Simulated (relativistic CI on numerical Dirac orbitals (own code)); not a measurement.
# K VI (K⁵⁺): levels and lines

The task is the spectrum of K⁵⁺: levels, purity of their labels, lifetimes and lines. Configurations built on the next ion are tied to the tabulated ionisation energy.

The numbers are computed with relativistic CI on numerical Dirac orbitals (own code) version 3 (Dirac-Coulomb-Breit CI, KLI orbitals optimised for each configuration, model QED (radiative potential, 1s self-energy scaled to tabulated hydrogen-like ionisation energies), valence Slater integrals scaled by 0.85, P86 correlation estimate, and configurations built on the next ion tied to the tabulated ionisation energy (semi-empirical)), except any that are marked as measured or tabulated.

### Step 1. The system

```
ion                       : K⁵⁺ (K VI)
nuclear charge            : 19
electrons                 : 14
isotope                   : A = 39
first configuration typed : [Ne] 3s2 3p2
```

The outer shells:

first configuration typed
```
[Ne] core
3s [↑↓]
3p [↑ ][↑ ][  ]
```

### Step 2. The main run

Settings, as recorded:

```ini
atom K  Z=19  charge=5  electrons=14
nucleus A=39  rms_radius_fm=3.4349
hamiltonian dirac-coulomb  breit=on  qed=on  c_scale=1
orbitals kli  potential=per-configuration
slater_scale 0.85
correlation anchor
mixing on
configurations
  [Ne] 3s2 3p2
  [Ne] 3s2 3p 3d
  [Ne] 3s2 3p 4s
  [Ne] 3s2 3p 4p
  [Ne] 3s2 3p 4d
  [Ne] 3s2 3p 5s
  [Ne] 3s2 3p 4f
  [Ne] 3s 3p3
  [Ne] 3p4
  [Ne] 3s2 3d2
  [Ne] 3s 3p2 3d
  [Ne] 3p2 3d2
  [Ne] 3p3 3d
  [Ne] 3s 3p 3d2
  [Ne] 3s 3p2 4s
  [Ne] 3s2 3p 5p
  [Ne] 3s 3p2 4p
  [Ne] 3s2 3p 5d
  [Ne] 3s2 3p 5f
  [Ne] 3s2 3d 4s
  [Ne] 3s2 3p 5g
  [Ne] 3s 3p2 4d
  [Ne] 3s 3p2 4f
  [Ne] 3s2 3d 4p
end
```

Command:

```console
$ python run_levels.py task.json out
```

One command runs all members of the session, one after another, from task.json.

Q: Predict the outcome of this session. Wanted: lowest level; first excitation; lowest level of the other parity; fastest E1 line; mean error of paired levels.

As calculated:

| quantity | value |
| --- | --- |
| lowest level | 3p2 3P0 |
| first excitation | 3p2 3P1, 1130.3 cm⁻¹ |
| lowest level of the other parity | 3s 3p3 5S°2, 104241 cm⁻¹ |
| levels in the model | 614 |
| fastest E1 line (by rate) to the lowest level among the lowest 300 of 614 levels | 39.97 nm, from 3p 3d 3D°1 |
| mean error of paired levels | 4158 cm⁻¹ over 24 |

In words: The lowest level is 3p2 3P0, 96 % pure in LS and 70 % in jj coupling; over the low levels the means are 91 and 64 %, so LS coupling describes them better. The tie to the ionisation limit holds for one-electron excitations alone. Lifetimes count radiative decay inside the model alone.
